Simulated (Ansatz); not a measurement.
# ReSbP: the cost of one run

Computed with Ansatz 0.2.0 (DFT PBE, scalar-relativistic, plane waves, PAW, unless a step's input says otherwise).

### 1 Starting point

The structure is hexagonal, space group P6/mmm (No. 191). Conventional cell: a = 4.457 Å, b = 4.457 Å, c = 9.418 Å, α = 90.00°, β = 90.00°, γ = 120.00°. Around Re (site symmetry 6/mmm) lie 2 Sb at 2.33 Å and 6 P at 2.57 Å. Re (site symmetry 6/mmm) has 2 Sb at 2.38 Å in its first shell of neighbours. Sb (site symmetry 6mm) has 2 Re at 2.33 to 2.38 Å in its first shell of neighbours. Around P (site symmetry -6m2) lie 3 Re at 2.57 Å and 3 P at 2.57 Å.

As a file:

```
Re Sb P
1.0
     4.45696    0.00000    0.00000
    -2.22848    3.85984    0.00000
     0.00000    0.00000    9.41807
Re Sb P
2 2 2
Direct
  0.00000 0.00000 0.00000
  0.00000 0.00000 0.50000
  0.00000 0.00000 0.75256
  0.00000 0.00000 0.24744
  0.33333 0.66667 0.00000
  0.66667 0.33333 0.00000
```

The cell is invented: random cell by space group and Wyckoff sites (P6/mmm, No. 191). Lengths come from tabulated atomic sizes and are only a guess.

### 2 The guess as it stands, on a coarse mesh

input.yaml

```yaml
crystal:
  lattice:
    - [4.45696385, 0.0, 0.0]
    - [-2.22848192, 3.85984392, 0.0]
    - [0.0, 0.0, 9.41806727]
  atoms:
    - { symbol: Re, position: [0.0, 0.0, 0.0] }
    - { symbol: Re, position: [0.0, 0.0, 0.5] }
    - { symbol: Sb, position: [0.0, 0.0, 0.75256345] }
    - { symbol: Sb, position: [0.0, 0.0, 0.24743655] }
    - { symbol: P, position: [0.33333333, 0.66666667, 0.0] }
    - { symbol: P, position: [0.66666667, 0.33333333, 0.0] }
basis:
  ecutwfc: 420
kpoints:
  mp_grid: { grid: [6, 6, 2] }
hamiltonian:
  xc: pbe
scf:
  occupations: { method: gaussian, width: 0.1 }
  lower_state_search: "off"
output:
  forces: true
  stress: true
  eigenvalues: true
```

Run with:

```sh
> ansatz run input.yaml --threads 1 --pin off --max-ram 2560MiB --backend cpu --events-out ev --progress --plain --runs-dir out
```

What time and memory should one allow on 1 thread of Arm Neoverse N1, shared host?

About 13 s, with a peak of 0.42 GiB.
